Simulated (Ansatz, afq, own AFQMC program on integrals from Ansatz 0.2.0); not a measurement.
**CH₂Ge (triplet): AFQMC on the coupled-cluster ladder at distance Ge1–C2 = 2.307 Å, cc-pVDZ**

Aim: compute CH₂Ge (triplet) with auxiliary-field quantum Monte Carlo on the same integrals as coupled cluster, and set the energies side by side.

The runs use Ansatz 0.2.0, Gaussian basis, and an in-house AFQMC program (afq) on its integrals; all values are calculated; cc-pVDZ, frozen cores.

To be run: PBE (unrestricted); r2SCAN (unrestricted); PBE0 (unrestricted); B3LYP (unrestricted); wB97M-V (unrestricted); B2PLYP (unrestricted); CCSD(T) on UHF; CCSDT(Q) on UHF; Phaseless AFQMC, CISD trial on UHF.

1 further run of the same task is left out (it didn't finish).

**1. The geometry**

The geometry derives from a PBE0/def2-TZVP stationary point (not a proven minimum). One bond is set to the value named and the two fragments are kept rigid. No spin-orbit coupling is included. The filled d shell of Ge may be among the frozen orbitals whatever the setting's name suggests; the logs give the count.

4 atoms, charge 0, spin multiplicity 3.

Atoms are counted from 1 here; the program's logs count them from 0.

Bond lengths: Ge1–C2 2.307 Å, Ge1–H3 1.592 Å, C2–H4 1.091 Å. Angles: C2–Ge1–H3 95.9°, Ge1–C2–H4 136.5°.

Coordinates:

| atom | x (Å) | y (Å) | z (Å) |
| --- | --- | --- | --- |
| Ge1 | 0.00000 | -0.05177 | 0.35019 |
| C2 | 0.00000 | 0.22303 | -1.94039 |
| H3 | 0.00000 | 1.50144 | 0.70030 |
| H4 | 0.00000 | -0.42819 | -2.81560 |

**2. PBE (unrestricted)**

in.yaml

```yaml
crystal:
  periodic: [false, false, false]
  atoms:
    - {symbol: Ge, position_ang: [0.000000, -0.051768, 0.350186]}
    - {symbol: C, position_ang: [0.000000, 0.223025, -1.940389]}
    - {symbol: H, position_ang: [0.000000, 1.501443, 0.700297]}
    - {symbol: H, position_ang: [0.000000, -0.428195, -2.815599]}
basis:
  gaussian: {orbitals: cc-pVDZ}
magnetization: {spin_polarized: true, initial_magnetization: 2}
hamiltonian: {xc: {name: PBE}}
output: {orbitals: {seedname: orbitals}}
```

Started as:

```
> ansatz run in.yaml --threads 1 --pin off --events-out ev --progress --plain --max-ram 1382MiB
```

The log of the run:

```text
Functional definition: PBE
  name "PBE"
  cite "Perdew, Burke & Ernzerhof, Phys. Rev. Lett. 77, 3865 (1996) doi:10.1103/PhysRevLett.77.3865"
  parent pbe
  parameter kappa = 0.804
  parameter beta = 0.06672455060314922
  exchange = pbe_x(kappa = kappa, mu = beta*pi^2/3)
  correlation = pbe_c(beta = beta)
671 factors; their error is unknown
mean field evaluation 1: about -57564.6141 eV, gradient 3.1e1 eV
mean field evaluation 2: about -57486.7187 eV, gradient 7.8e1 eV
mean field evaluation 4: about -57570.8433 eV, gradient 8.7e0 eV
mean field evaluation 8: about -57571.6065 eV, gradient 2.0e-1 eV
mean field evaluation 16: about -57571.5968 eV, gradient 8.3e-5 eV
mean field evaluation 32: about -57570.1223 eV, gradient 1.2e0 eV
mean field -57571.59677280 eV, -2115.7171579707 hartree, gradient 4.5e-5 eV, S^2 2.006044; 4 other end points of the search recorded, 0 dependent functions left out
reference -57571.59680084 eV, -2115.7171590008 hartree; 21, 19 occupied and 30, 32 virtual orbitals, 671 factors
Total energy: -57571.59680084 eV, -2115.7171590008 hartree
```

It took 2.9 s on 1 thread of Intel Xeon Platinum 8259CL at 2.50GHz (Skylake/Cascade Lake), shared host.

From the report: ⟨S²⟩ of the determinant 2.006 (pure triplet: 2.00).

**3. r2SCAN (unrestricted)**

Edit in.yaml of step 2 so:

```diff
@@ -10,3 +10,2 @@
 magnetization: {spin_polarized: true, initial_magnetization: 2}
-hamiltonian: {xc: {name: PBE}}
-output: {orbitals: {seedname: orbitals}}
+hamiltonian: {xc: {name: r2SCAN}}
```

Same command.

The log of the run, cut to the lines that bear on the results:

```text
Functional definition: r2SCAN
  name "r2SCAN"
  cite "Furness, Kaplan, Ning, Perdew & Sun, J. Phys. Chem. Lett. 11, 8208 (2020) doi:10.1021/acs.jpclett.0c02405"
  cite "Furness, Kaplan, Ning, Perdew & Sun, J. Phys. Chem. Lett. 11, 9248 (2020) doi:10.1021/acs.jpclett.0c03077"
  parent r2scan
[...]
671 factors; their error is unknown
[...]
mean field -57580.65148172 eV, -2116.0499123859 hartree, gradient 2.1e-5 eV, S^2 2.013004; 4 other end points of the search recorded, 0 dependent functions left out
reference -57580.65149100 eV, -2116.0499127268 hartree; 21, 19 occupied and 30, 32 virtual orbitals, 671 factors
Total energy: -57580.65149100 eV, -2116.0499127268 hartree
```

It took 6.5 s on 1 thread of Intel Xeon Platinum 8259CL at 2.50GHz (Skylake/Cascade Lake), shared host.

From the report: ⟨S²⟩ of the determinant 2.013 (pure triplet: 2.00).

**4. PBE0 (unrestricted)**

Edit in.yaml of step 3 so:

```diff
@@ -10,2 +10,3 @@
 magnetization: {spin_polarized: true, initial_magnetization: 2}
-hamiltonian: {xc: {name: r2SCAN}}
+hamiltonian: {xc: {name: PBE0}}
+output: {orbitals: {seedname: orbitals}}
```

Launched as before.

The log of the run:

```text
Functional definition: PBE0
  name "PBE0"
  cite "Adamo & Barone, J. Chem. Phys. 110, 6158 (1999) doi:10.1063/1.478522"
  cite "Perdew, Burke & Ernzerhof, Phys. Rev. Lett. 77, 3865 (1996) doi:10.1103/PhysRevLett.77.3865"
  parent pbe
  parameter a = 0.25
  parameter kappa = 0.804
  parameter beta = 0.06672455060314922
  exchange = (1 - a)*pbe_x(kappa = kappa, mu = beta*pi^2/3) + a*exact_x
  correlation = pbe_c(beta = beta)
549 factors; integrals over basis functions are off by at most 1.0e-3 eV
mean field evaluation 1: about -57569.0876 eV, gradient 2.3e1 eV
mean field evaluation 2: about -57551.4796 eV, gradient 4.7e1 eV
mean field evaluation 4: about -57573.0263 eV, gradient 1.3e0 eV
mean field evaluation 8: about -57573.0935 eV, gradient 1.1e-1 eV
mean field evaluation 16: about -57573.0938 eV, gradient 2.9e-4 eV
mean field -57573.09383549 eV, -2115.7721740097 hartree, gradient 4.8e-5 eV, S^2 2.008152; 1 other end points of the search recorded, 0 dependent functions left out
reference -57573.09385691 eV, -2115.7721747969 hartree; 21, 19 occupied and 30, 32 virtual orbitals, 549 factors
Total energy: -57573.09385691 eV, -2115.7721747969 hartree
```

Wall time 2.3 s (1 thread of Intel Xeon Platinum 8259CL at 2.50GHz (Skylake/Cascade Lake), shared host).

From the report: ⟨S²⟩ of the determinant 2.008 (pure triplet: 2.00).

**5. B3LYP (unrestricted)**

Edit in.yaml of step 4 so:

```diff
@@ -10,3 +10,2 @@
 magnetization: {spin_polarized: true, initial_magnetization: 2}
-hamiltonian: {xc: {name: PBE0}}
-output: {orbitals: {seedname: orbitals}}
+hamiltonian: {xc: {name: B3LYP}}
```

The command is unchanged.

The log of the run, cut to the lines that bear on the results:

```text
Functional definition: B3LYP
  name "B3LYP"
  cite "Stephens, Devlin, Chabalowski & Frisch, J. Phys. Chem. 98, 11623 (1994) doi:10.1021/j100096a001"
  cite "Becke, Phys. Rev. A 38, 3098 (1988) doi:10.1103/PhysRevA.38.3098"
  cite "Lee, Yang & Parr, Phys. Rev. B 37, 785 (1988) doi:10.1103/PhysRevB.37.785"
  cite "Vosko, Wilk & Nusair, Can. J. Phys. 58, 1200 (1980) doi:10.1139/p80-159"
[...]
549 factors; integrals over basis functions are off by at most 1.0e-3 eV
[...]
mean field -57583.04720058 eV, -2116.1379534299 hartree, gradient 5.8e-5 eV, S^2 2.006718; 1 other end points of the search recorded, 0 dependent functions left out
reference -57583.04739282 eV, -2116.1379604949 hartree; 21, 19 occupied and 30, 32 virtual orbitals, 549 factors
Total energy: -57583.04739282 eV, -2116.1379604949 hartree
```

It took 2.2 s on 1 thread of Intel Xeon Platinum 8259CL at 2.50GHz (Skylake/Cascade Lake), shared host.

From the report: ⟨S²⟩ of the determinant 2.007 (pure triplet: 2.00).

**6. wB97M-V (unrestricted)**

Edit in.yaml of step 5 so:

```diff
@@ -10,2 +10,3 @@
 magnetization: {spin_polarized: true, initial_magnetization: 2}
-hamiltonian: {xc: {name: B3LYP}}
+hamiltonian: {xc: {name: wB97M-V}}
+output: {orbitals: {seedname: orbitals}}
```

Same command.

The log of the run, cut to the lines that bear on the results:

```text
Functional definition: wB97M-V
  name "wB97M-V"
  cite "Mardirossian & Head-Gordon, J. Chem. Phys. 144, 214110 (2016) doi:10.1063/1.4952647"
  cite "Becke, J. Chem. Phys. 107, 8554 (1997) doi:10.1063/1.475007"
  cite "Vydrov & Van Voorhis, J. Chem. Phys. 133, 244103 (2010) doi:10.1063/1.3521275"
  # Of w^i u^j: cxij and so on, Table III.
[...]
  gx(w, u) = 1 - cx + cx01*u + cx10*w
  gss(w, u) = css00 + css04*u^4 + css10*w + css20*w^2 + css43*w^4*u^3
  gos(w, u) = cos00 + cos10*w + (cos20 + cos21*u)*w^2 + (cos60 + cos61*u)*w^6
[...]
      + integral(e_c_pw_mod_opposite_spin*gos(b97_w_opposite, b97_u_opposite)) + vv10(b, c)
549 factors; integrals over basis functions are off by at most 1.0e-3 eV
161 factors; integrals over basis functions are off by at most 5.6e-6 eV
[...]
mean field -57577.76305572 eV, -2115.9437646881 hartree, gradient 3.1e-5 eV, S^2 2.006557; 1 other end points of the search recorded, 0 dependent functions left out
reference -57577.76308770 eV, -2115.9437658634 hartree; 21, 19 occupied and 30, 32 virtual orbitals, 549 factors
Total energy: -57577.76308770 eV, -2115.9437658634 hartree
```

Wall time 8 s (1 thread of Intel Xeon Platinum 8259CL at 2.50GHz (Skylake/Cascade Lake), shared host).

From the report: ⟨S²⟩ of the determinant 2.007 (pure triplet: 2.00).

**7. B2PLYP (unrestricted)**

Edit in.yaml of step 6 so:

```diff
@@ -10,3 +10,3 @@
 magnetization: {spin_polarized: true, initial_magnetization: 2}
-hamiltonian: {xc: {name: wB97M-V}}
-output: {orbitals: {seedname: orbitals}}
+hamiltonian: {xc: {name: B2PLYP}}
+correlation: {electrons: outside_noble_gas}
```

Launched as before.

The log of the run, cut to the lines that bear on the results:

```text
Functional definition: B2PLYP
  name "B2PLYP"
  cite "Grimme, J. Chem. Phys. 124, 034108 (2006) doi:10.1063/1.2148954"
  cite "Becke, Phys. Rev. A 38, 3098 (1988) doi:10.1103/PhysRevA.38.3098"
  cite "Lee, Yang & Parr, Phys. Rev. B 37, 785 (1988) doi:10.1103/PhysRevB.37.785"
[...]
549 factors; integrals over basis functions are off by at most 1.0e-3 eV
[...]
mean field -57567.43304082 eV, -2115.5641436425 hartree, gradient 8.4e-6 eV, S^2 2.011249; 2 other end points of the search recorded, 0 dependent functions left out
15 core orbitals not correlated: weight in the atoms' cores, before any rotation towards them, 0.999 or more for the frozen orbitals, at most 0.000 for the correlated occupied ones
reference -57567.43316508 eV, -2115.5641482091 hartree; 6, 4 occupied and 30, 32 virtual orbitals, 549 factors
second order -5.82316588 eV of doubles, -0.00000000 eV of singles
Total energy: -57569.00541987 eV, -2115.6219275069 hartree
```

Wall time 2.7 s (1 thread of Intel Xeon Platinum 8259CL at 2.50GHz (Skylake/Cascade Lake), shared host).

From the report: ⟨S²⟩ of the determinant 2.011 (pure triplet: 2.00).

**8. CCSD(T) on UHF**

Edit in.yaml of step 7 so:

```diff
@@ -10,3 +10,2 @@
 magnetization: {spin_polarized: true, initial_magnetization: 2}
-hamiltonian: {xc: {name: B2PLYP}}
-correlation: {electrons: outside_noble_gas}
+correlation: {method: ccsd_t, electrons: outside_noble_gas, hamiltonian_folder: ham}
```

Same command.

The log of the run, cut to the lines that bear on the results:

```text
Functional definition: HF
  name "HF"
  cite "Fock, Z. Phys. 61, 126 (1930) doi:10.1007/BF01340294"
  parent pbe
[...]
549 factors; integrals over basis functions are off by at most 1.0e-3 eV
[...]
mean field -57530.72242137 eV, -2114.2150532611 hartree, gradient 6.6e-6 eV, S^2 2.113636; 18 other end points of the search recorded, 0 dependent functions left out
determinant -57530.72242137 eV, -2114.2150532611 hartree, with singles and doubles -57536.20248951 eV, -2114.4164420506 hartree
determinant -57529.20135482 eV, -2114.1591550963 hartree, with singles and doubles -57534.48297834 eV, -2114.3532511808 hartree
determinant -57529.17792439 eV, -2114.1582940440 hartree, with singles and doubles -57534.23287521 eV, -2114.3440600604 hartree
determinant -57529.17157922 eV, -2114.1580608634 hartree, with singles and doubles -57534.45925102 eV, -2114.3523792178 hartree
[...]
determinant -57527.42144188 eV, -2114.0937445024 hartree, with singles and doubles -57534.11471344 eV, -2114.3397176953 hartree
determinant -57530.71822368 eV, -2114.2148989987 hartree, with singles and doubles -57536.20964723 eV, -2114.4167050923 hartree
determinant -57530.72242137 eV, -2114.2150532611 hartree, with singles and doubles -57536.20941472 eV, -2114.4166965475 hartree
determinant -57530.71822368 eV, -2114.2148989987 hartree, with singles and doubles -57536.21214276 eV, -2114.4167968010 hartree
15 core orbitals not correlated: weight in the atoms' cores, before any rotation towards them, 1.000 or more for the frozen orbitals, at most 0.000 for the correlated occupied ones
reference -57530.71822368 eV, -2114.2148989987 hartree; 6, 4 occupied and 30, 32 virtual orbitals, 549 factors
second order -4.41275482 eV of doubles, -0.00000000 eV of singles
cycle   1  -5.49392235 eV  change   -3.3e-6 eV  update   2.4e-6
perturbative correction -0.17152027 eV, -0.0063032538 hartree
Total energy: -57536.38366630 eV, -2114.4231001750 hartree
```

It took 19 s on 1 thread of Intel Xeon Platinum 8259CL at 2.50GHz (Skylake/Cascade Lake), shared host.

From the report: ⟨S²⟩ of the determinant 2.030 (pure triplet: 2.00); correlation -5.6654 eV; T1 0.035; largest double amplitude 0.06.

This run also writes the integrals to the folder ham.

**9. CCSDT(Q) on UHF**

Edit in.yaml of step 8 so:

```diff
@@ -10,2 +10,2 @@
 magnetization: {spin_polarized: true, initial_magnetization: 2}
-correlation: {method: ccsd_t, electrons: outside_noble_gas, hamiltonian_folder: ham}
+correlation: {method: ccsdt_q, electrons: outside_noble_gas}
```

The command is unchanged.

The log of the run, cut to the lines that bear on the results:

```text
Functional definition: HF
  name "HF"
  cite "Fock, Z. Phys. 61, 126 (1930) doi:10.1007/BF01340294"
  parent pbe
[...]
979 factors; integrals over basis functions are off by at most 1.8e-7 eV
[...]
mean field -57530.72249214 eV, -2114.2150558617 hartree, gradient 7.6e-6 eV, S^2 2.113639; 18 other end points of the search recorded, 0 dependent functions left out
determinant -57530.72249214 eV, -2114.2150558617 hartree, with singles and doubles -57536.20255990 eV, -2114.4164446374 hartree
determinant -57529.20143155 eV, -2114.1591579162 hartree, with singles and doubles -57534.48303289 eV, -2114.3532531853 hartree
determinant -57529.17799383 eV, -2114.1582965957 hartree, with singles and doubles -57534.23293652 eV, -2114.3440623135 hartree
determinant -57529.17165588 eV, -2114.1580636804 hartree, with singles and doubles -57534.45932584 eV, -2114.3523819675 hartree
[...]
determinant -57530.71829425 eV, -2114.2149015922 hartree, with singles and doubles -57536.20971656 eV, -2114.4167076399 hartree
determinant -57530.72249214 eV, -2114.2150558617 hartree, with singles and doubles -57536.20948463 eV, -2114.4166991167 hartree
determinant -57530.71829425 eV, -2114.2149015922 hartree, with singles and doubles -57536.21221269 eV, -2114.4167993711 hartree
15 core orbitals not correlated: weight in the atoms' cores, before any rotation towards them, 1.000 or more for the frozen orbitals, at most 0.000 for the correlated occupied ones
reference -57530.71829425 eV, -2114.2149015922 hartree; 6, 4 occupied and 30, 32 virtual orbitals, 979 factors
second order -4.41277457 eV of doubles, -0.00000000 eV of singles
cycle   1  -5.12101097 eV  change   -7.1e-1 eV  update   8.8e-2
[...]
cycle  22  -5.71643223 eV  change    8.5e-7 eV  update   1.1e-6
perturbative correction -0.01500791 eV, -0.0005515304 hartree
Total energy: -57536.44973439 eV, -2114.4255281325 hartree
```

Wall time 45 s (1 thread of Intel Xeon Platinum 8259CL at 2.50GHz (Skylake/Cascade Lake), shared host); peak memory 0.31 GiB.

From the report: ⟨S²⟩ of the determinant 2.030 (pure triplet: 2.00); correlation -5.7314 eV; T1 0.042; largest double amplitude 0.09.

**10. Phaseless AFQMC, CISD trial on UHF**

It reads the integrals that the CCSD(T) run on this determinant wrote.

Started as:

```
> afq ham --method phaseless --trial cisd --walkers 60 --populations 1 --least-time 40 --time-step 0.005 --steps-per-block 50 --equilibration-blocks 28 --max-blocks 300 --target-error 0.00038 --factor-cut 1e-05 --start spin_pure --seed 6743 --release-times 0.24,0.51,0.99,1.62,2.4 --release-step 0.03 --release-every 4 --taylor-order 6
```

The log of the run:

```text
orbitals 36  electrons 6 4  factors 276 of 549
reference energy -2114.21489900 Eh
CCSD correlation -0.20189777 Eh in 14 cycles, weight of the determinant in the CISD state 0.8564
energy of the start -2114.416043 Eh
 block  time / (1/Eh)  mean weight  energy / Eh
     1     0.250  1.0011  -2114.414111
     2     0.500  0.9989  -2114.414445
     3     0.750  0.9988  -2114.415150
     4     1.000  1.0002  -2114.416671
     5     1.250  1.0018  -2114.419788
     6     1.500  1.0001  -2114.418494
     7     1.750  1.0005  -2114.419348
     8     2.000  0.9996  -2114.420195
     9     2.250  0.9995  -2114.420856
    10     2.500  1.0020  -2114.424343
    17     4.250  0.9986  -2114.424284
    25     6.250  1.0013  -2114.423895
    33     8.250  0.9993  -2114.422554
    41    10.250  0.9981  -2114.427658
    49    12.250  1.0010  -2114.421491
    57    14.250  1.0028  -2114.423325
    65    16.250  0.9988  -2114.425105
    73    18.250  1.0005  -2114.424237
    81    20.250  0.9988  -2114.417529
    89    22.250  0.9984  -2114.428240
    97    24.250  1.0015  -2114.426186
   105    26.250  0.9989  -2114.423606
   113    28.250  0.9989  -2114.429161
   121    30.250  1.0008  -2114.420617
   129    32.250  1.0001  -2114.426436
   137    34.250  1.0001  -2114.426205
   145    36.250  0.9997  -2114.423385
   153    38.250  0.9972  -2114.420406
   161    40.250  1.0003  -2114.422116
   169    42.250  0.9987  -2114.419294
   177    44.250  0.9993  -2114.419428
   185    46.250  1.0016  -2114.419865
   193    48.250  0.9972  -2114.423708
   201    50.250  1.0004  -2114.418394
   209    52.250  1.0020  -2114.423459
   217    54.250  1.0008  -2114.425673
   225    56.250  1.0017  -2114.423332
   233    58.250  0.9969  -2114.420279
   241    60.250  1.0017  -2114.429375
   249    62.250  0.9987  -2114.428907
   257    64.250  1.0023  -2114.428790
   265    66.250  1.0021  -2114.427754
   273    68.250  1.0008  -2114.422408
   281    70.250  1.0017  -2114.420353
   289    72.250  1.0008  -2114.420667
   297    74.250  1.0023  -2114.435164
   305    76.250  1.0019  -2114.429423
   313    78.250  0.9983  -2114.421592
   321    80.250  1.0010  -2114.426042
blocks merged  error / Eh  count
     1  0.000266  300
     2  0.000326  150
     4  0.000386  75
     8  0.000443  37
    16  0.000522  18
    32  0.000518  9
released: time / (1/Eh)  energy / Eh  error  mean overlap
  0.24  -2114.425816  0.000544  1.0048
  0.51  -2114.426180  0.000546  0.9941
  0.99  -2114.426053  0.000434  0.9868
  1.62  -2114.426375  0.000496  0.9975
  2.40  -2114.426141  0.000672  0.9929
energy -2114.424747 +/- 0.000522 Eh
```

Wall time 8.1 min (1 thread of Intel Xeon Platinum 8259CL at 2.50GHz (Skylake/Cascade Lake), shared host).

Energy -57536.4285 ± 0.0142 eV. Caveats: constraint bias not in the error.

**11. AFQMC on the ladder**

On the UHF determinant, counted from CCSDT(Q) (a yardstick, not exact):

| level | energy (eV) | from CCSDT(Q) (meV) | statistical error (meV) | time |
| --- | --- | --- | --- | --- |
| HF | -57530.7182 | +5731.5 |  |  |
| MP2 | -57535.1310 | +1318.8 |  |  |
| CCSD | -57536.2121 | +237.6 |  |  |
| CCSD(T) | -57536.3837 | +66.1 |  |  |
| CCSDT(Q) | -57536.4497 | 0.0 |  |  |
| Phaseless AFQMC, CISD trial, step 0.005, 60 walkers | -57536.4285 | +21.3 | 14.2 | 8.1 min |

The functionals' totals stand on their own zeros and serve differences with other points: PBE -57571.597 eV; r2SCAN -57580.651 eV; PBE0 -57573.094 eV; B3LYP -57583.047 eV; wB97M-V -57577.763 eV; B2PLYP -57569.005 eV.

**12. Outcome**

```
                                        quantity             value
                    CCSD(T) on UHF from CCSDT(Q)         +66.1 meV
Phaseless AFQMC, CISD trial on UHF from CCSDT(Q)  +21.3 ± 14.2 meV
```

In words: On UHF the phaseless walk with the CISD trial lies +21.3 meV from CCSDT(Q), within three error bars. Error bars are statistical and leave out the constraint, the time step and what remains of the start.
